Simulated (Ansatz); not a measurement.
# Ta2NbO2: the cost of one run

Program: Ansatz 0.2.0. Level of theory: DFT PBE, scalar-relativistic, plane waves, PAW. These are calculated values, not measurements.

### 1 Starting point

It takes space group P6/mmm (No. 191, hexagonal). Conventional cell: a = 4.692 Å, b = 4.692 Å, c = 3.586 Å, α = 90.00°, β = 90.00°, γ = 120.00°. Ta (site symmetry -6m2) has 2 O at 1.79 Å as nearest neighbours. Around Nb (site symmetry 6/mmm) lie 6 O at 2.71 Å. Around O (site symmetry -6m2) lie 2 Ta at 1.79 Å.

As a file:

```
Ta Nb O
1.0
     4.69211    0.00000    0.00000
    -2.34605    4.06349    0.00000
     0.00000    0.00000    3.58577
Ta Nb O
2 1 2
Direct
  0.33333 0.66667 0.50000
  0.66667 0.33333 0.50000
  0.00000 0.00000 0.00000
  0.33333 0.66667 0.00000
  0.66667 0.33333 0.00000
```

Recipe of the guess: random cell by space group and Wyckoff sites (P6/mmm, No. 191). Lengths come from tabulated atomic sizes and are only a guess.

### 2 Probe: one point on a coarse mesh

Input file input.yaml:

```yaml
crystal:
  lattice:
    - [4.69210916, 0.0, 0.0]
    - [-2.34605458, 4.06348573, 0.0]
    - [0.0, 0.0, 3.58577359]
  atoms:
    - { symbol: Ta, position: [0.33333333, 0.66666667, 0.5] }
    - { symbol: Ta, position: [0.66666667, 0.33333333, 0.5] }
    - { symbol: Nb, position: [0.0, 0.0, 0.0] }
    - { symbol: O, position: [0.33333333, 0.66666667, 0.0] }
    - { symbol: O, position: [0.66666667, 0.33333333, 0.0] }
basis:
  ecutwfc: 420
kpoints:
  mp_grid: { grid: [6, 6, 6] }
hamiltonian:
  xc: pbe
scf:
  occupations: { method: gaussian, width: 0.1 }
  lower_state_search: "off"
output:
  forces: true
  stress: true
  eigenvalues: true
```

Started as:

```sh
> ansatz run input.yaml --threads 1 --pin off --max-ram 2560MiB --backend cpu --events-out ev --progress --plain --runs-dir out
```

What time and memory should one allow on 1 thread of Intel Xeon Platinum 8223CL at 3.00GHz (Skylake/Cascade Lake), shared host?

About 3.8 s, with a peak of 0.41 GiB.
